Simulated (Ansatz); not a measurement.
# CdIrC6N6: the cost of one run

Method: DFT PBE, scalar-relativistic, plane waves, PAW, in Ansatz 0.2.0.

1 further run of the same task is left out (it didn't finish).

**1. The starting structure**

The structure is cubic, space group Fm-3m (No. 225). The conventional cell has a = 10.369 Å, b = 10.369 Å, c = 10.369 Å, α = 90.00°, β = 90.00°, γ = 90.00°. Around Cd (site symmetry m-3m) lie 6 N at 2.10 Å. Ir (site symmetry m-3m) has 6 C at 1.92 Å in its first shell of neighbours. C (site symmetry 4mm) is surrounded by 1 N at 1.17 Å and 1 Ir at 1.92 Å. Around N (site symmetry 4mm) lie 1 C at 1.17 Å.

Structure file:

```cif
data_structure
_symmetry_space_group_name_H-M 'Fm-3m'
_symmetry_Int_Tables_number 225
_cell_length_a 10.3690
_cell_length_b 10.3690
_cell_length_c 10.3690
_cell_angle_alpha 90.000
_cell_angle_beta 90.000
_cell_angle_gamma 90.000
_cell_volume 1114.84
loop_
_atom_site_label
_atom_site_type_symbol
_atom_site_symmetry_multiplicity
_atom_site_Wyckoff_symbol
_atom_site_fract_x
_atom_site_fract_y
_atom_site_fract_z
_atom_site_occupancy
Cd1 Cd 4 b 0.50000 0.00000 0.00000 1
Ir1 Ir 4 a 0.00000 0.00000 0.00000 1
C1 C 24 e 0.18488 0.00000 0.00000 1
N1 N 24 e 0.29771 0.00000 0.00000 1
```

The cell is invented: cyanide-bridged rock-salt net of two metals, 0 guest cations a cell (Fm-3m, No. 225). Lengths come from tabulated atomic sizes and are only a guess.

**2. The guess as it stands, on a coarse mesh**

input.yaml reads:

```yaml
crystal:
  lattice:
    - [0.0, 5.1845, 5.1845]
    - [5.1845, 0.0, 5.1845]
    - [5.1845, 5.1845, 0.0]
  atoms:
    - { symbol: Cd, position: [0.5, 0.5, 0.5] }
    - { symbol: Ir, position: [0.0, 0.0, 0.0], spin: 1.0 }
    - { symbol: C, position: [0.815122, 0.184878, 0.184878] }
    - { symbol: C, position: [0.184878, 0.815122, 0.184878] }
    - { symbol: C, position: [0.184878, 0.184878, 0.815122] }
    - { symbol: C, position: [0.184878, 0.815122, 0.815122] }
    - { symbol: C, position: [0.815122, 0.184878, 0.815122] }
    - { symbol: C, position: [0.815122, 0.815122, 0.184878] }
    - { symbol: "N", position: [0.70228566, 0.29771434, 0.29771434] }
    - { symbol: "N", position: [0.29771434, 0.70228566, 0.29771434] }
    - { symbol: "N", position: [0.29771434, 0.29771434, 0.70228566] }
    - { symbol: "N", position: [0.29771434, 0.70228566, 0.70228566] }
    - { symbol: "N", position: [0.70228566, 0.29771434, 0.70228566] }
    - { symbol: "N", position: [0.70228566, 0.70228566, 0.29771434] }
basis:
  ecutwfc: 420
kpoints:
  mp_grid: { grid: [4, 4, 4] }
hamiltonian:
  xc: pbe
scf:
  occupations: { method: gaussian, width: 0.1 }
  lower_state_search: "off"
output:
  forces: true
  stress: true
  eigenvalues: true
  populations: true
magnetization:
  spin_polarized: true
```

On the command line:

```console
> ansatz run input.yaml --threads 1 --pin off --max-ram 2560MiB --backend cpu --events-out ev --progress --plain --runs-dir out
```

Q: Estimate wall time and peak memory on 1 thread of Intel Xeon Platinum 8175M at 2.50GHz (Skylake/Cascade Lake), shared host.

About 54 s, with a peak of 0.75 GiB.
